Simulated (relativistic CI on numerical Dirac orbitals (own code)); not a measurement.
**Hg⁴⁺: 4d photoemission multiplets**

Wanted: the shape of the 4d photoemission spectrum of Hg⁴⁺ in 3 surroundings, from the same atomic integrals.

The numbers are computed with relativistic CI on numerical Dirac orbitals (own code) version 1 (Dirac-Coulomb-Breit CI, KLI orbitals optimised for each configuration, model QED (radiative potential, 1s self-energy scaled to tabulated hydrogen-like ionisation energies), valence Slater integrals scaled by 0.8, multiplet model of photoemission in the sudden approximation in a parametric crystal field), except any that are marked as measured or tabulated.

## 1. What is computed

* ion: Hg⁴⁺ (Hg V)
* nuclear charge: 80
* electrons: 76
* configurations: [Xe] 4f14 5d8 → [Kr] 4d9 4f14 5s2 5p6 5d8
* temperature: 300 K
* widths: Lorentz 3.5 eV, Gauss 0.6 eV
* surrounding 1: Oh, 10Dq = 53400 cm⁻¹
* surrounding 2: Oh, 10Dq = 68350 cm⁻¹
* surrounding 3: Oh, 10Dq = 83300 cm⁻¹

## 2. Surrounding 1: Oh, 10Dq = 53400

Settings of the run:

```ini
atom Hg  Z=80  charge=4  electrons=76
nucleus A=202  rms_radius_fm=5.4648
hamiltonian dirac-coulomb  breit=on  qed=on  c_scale=1
orbitals kli  potential=per-configuration
slater_scale 0.8
correlation none
mixing on
configurations
  [Xe] 4f14 5d8
  [Kr] 4d9 4f14 5s2 5p6 5d8
end
photoemission 4d T=300 lorentz=3.5 gauss=0.6
crystal_field Oh 10Dq=53400
```

Main fields of the result record, rounded:

```text
status: converged
curve, one point in 3 above 2 % of the maximum [energy, intensity] [eV; 1/eV]:
  - [409.2, 0.002001]
  - [410.4, 0.002379]
  - [411.6, 0.00288]
  - [412.8, 0.003565]
  - [414, 0.004536]
  - [415.2, 0.005979]
  - [416.4, 0.008252]
  - [417.6, 0.01212]
  - [418.8, 0.01936]
  - [420, 0.03445]
  - [421.2, 0.0658]
  - [422.4, 0.09815]
  - [423.6, 0.07833]
  - [424.8, 0.04631]
  - [426, 0.02781]
  - [427.2, 0.01718]
  - [428.4, 0.01197]
  - [429.6, 0.009419]
  - [430.8, 0.007949]
  - [432, 0.00698]
  - [433.2, 0.00623]
  - [434.4, 0.006067]
  - [435.6, 0.006637]
  - [436.8, 0.008135]
  - [438, 0.01122]
  - [439.2, 0.01767]
  - [440.4, 0.03188]
  - [441.6, 0.05819]
  - [442.8, 0.06678]
  - [444, 0.04168]
  - [445.2, 0.02245]
  - [446.4, 0.01301]
  - [447.6, 0.008413]
  - [448.8, 0.005993]
  - [450, 0.004559]
  - [451.2, 0.003597]
  - [452.4, 0.002848]
  - [453.6, 0.002278]
sticks, the strongest [energy, strength] [eV, share]:
  - [422.2, 0.06613]
  - [422.23, 0.1323]
  - [422.27, 0.066]
  - [422.75, 0.06537]
  - [422.81, 0.1291]
  - [422.9, 0.09361]
  - [425.11, 0.03566]
  - [425.96, 0.003263]
  - [429.54, 0.001555]
  - [442.21, 0.06594]
  - [442.28, 0.1312]
  - [442.37, 0.06529]
  - [442.71, 0.1188]
  - [444.12, 0.01206]
centroid [eV]: 430.678
spread [eV]: 9.69678
peak [eV]: 422.4
ground_S: 0.994745
radial 4d9 5d8 [Ha, bohr]: {"<r^-3>(4d)": 170.57, "<r^1>(4d)": 0.44619, "<r^2>(4d)": 0.22979, "<r^4>(4d)": 0.083109, "zeta(4d)": 0.28633, "<r^-3>(5d)": 21.985, "<r^1>(5d)": 1.2698, "<r^2>(5d)": 1.8377, "<r^4>(5d)": 5.271, "F2(5d,5d)": 0.37659, "F4(5d,5d)": 0.25351, "F2(4d,5d)": 0.21347, "F4(4d,5d)": 0.095278, "G0(4d,5d)": 0.047275, "G2(4d,5d)": 0.057473, "G4(4d,5d)": 0.048173, "zeta(5d)": 0.034049}
```

Run time: 0.24 s. Hardware: 1 thread, shared host.

## 3. Surrounding 2: Oh, 10Dq = 68350

Changes to the settings of step 2:

```diff
@@ -12,2 +12,2 @@
 photoemission 4d T=300 lorentz=3.5 gauss=0.6
-crystal_field Oh 10Dq=53400
+crystal_field Oh 10Dq=68350
```

Result record:

```text
status: converged
curve, one point in 5 above 2 % of the maximum [energy, intensity] [eV; 1/eV]:
  - [409.2, 0.001994]
  - [411.2, 0.002686]
  - [413.2, 0.00383]
  - [415.2, 0.005938]
  - [417.2, 0.01047]
  - [419.2, 0.02281]
  - [421.2, 0.06468]
  - [423.2, 0.09164]
  - [425.2, 0.03974]
  - [427.2, 0.01707]
  - [429.2, 0.009447]
  - [431.2, 0.007219]
  - [433.2, 0.00669]
  - [435.2, 0.006705]
  - [437.2, 0.008998]
  - [439.2, 0.01757]
  - [441.2, 0.0482]
  - [443.2, 0.05994]
  - [445.2, 0.02277]
  - [447.2, 0.009615]
  - [449.2, 0.005257]
  - [451.2, 0.003469]
  - [453.2, 0.002504]
sticks, the strongest [energy, strength] [eV, share]:
  - [422.24, 0.06629]
  - [422.27, 0.1326]
  - [422.31, 0.06619]
  - [422.8, 0.06586]
  - [422.86, 0.131]
  - [422.95, 0.09479]
  - [442.3, 0.1079]
  - [442.74, 0.107]
centroid [eV]: 430.691
spread [eV]: 9.68797
peak [eV]: 422.8
ground_S: 0.996342
```

Wall time 0.23 s (1 thread, shared host).

## 4. Surrounding 3: Oh, 10Dq = 83300

Changes to the settings of step 3:

```diff
@@ -12,2 +12,2 @@
 photoemission 4d T=300 lorentz=3.5 gauss=0.6
-crystal_field Oh 10Dq=68350
+crystal_field Oh 10Dq=83300
```

Result record:

```text
status: converged
curve, one point in 5 above 2 % of the maximum [energy, intensity] [eV; 1/eV]:
  - [409.2, 0.001989]
  - [411.2, 0.002676]
  - [413.2, 0.003814]
  - [415.2, 0.005903]
  - [417.2, 0.01038]
  - [419.2, 0.02252]
  - [421.2, 0.06377]
  - [423.2, 0.09286]
  - [425.2, 0.04029]
  - [427.2, 0.01714]
  - [429.2, 0.009269]
  - [431.2, 0.006712]
  - [433.2, 0.006436]
  - [435.2, 0.007351]
  - [437.2, 0.009325]
  - [439.2, 0.01746]
  - [441.2, 0.04754]
  - [443.2, 0.06009]
  - [445.2, 0.02305]
  - [447.2, 0.009677]
  - [449.2, 0.005208]
  - [451.2, 0.003336]
  - [453.2, 0.002419]
sticks, the strongest [energy, strength] [eV, share]:
  - [422.27, 0.06638]
  - [422.31, 0.1328]
  - [422.35, 0.06631]
  - [422.82, 0.06611]
  - [422.89, 0.1317]
  - [422.99, 0.09598]
  - [442.31, 0.1306]
  - [442.76, 0.1151]
centroid [eV]: 430.7
spread [eV]: 9.68187
peak [eV]: 422.8
ground_S: 0.997318
```

Run time: 0.23 s. Hardware: 1 thread, shared host.

## 5. The spectra side by side

| surrounding | ground S | centroid (eV) | spread (eV) | up to four highest peaks (% of the highest), eV |
| --- | --- | --- | --- | --- |
| 1: Oh | 0.99 | 430.68 | 9.70 | 422.4 (100), 442.4 (71) |
| 2: Oh | 1.00 | 430.69 | 9.69 | 422.8 (100), 442.4 (70) |
| 3: Oh | 1.00 | 430.70 | 9.68 | 422.8 (100), 442.4 (69) |

## 6. Outcome

```
                           quantity     value
            highest peak, first run  422.4 eV
ground spin (effective S from ⟨S²⟩)      0.99
```

In words: The highest peak stays in place, within the step of the energy grid, in all surroundings. Energies are those of the free ion without screening by ligands; binding energies in solids differ by tens of eV.
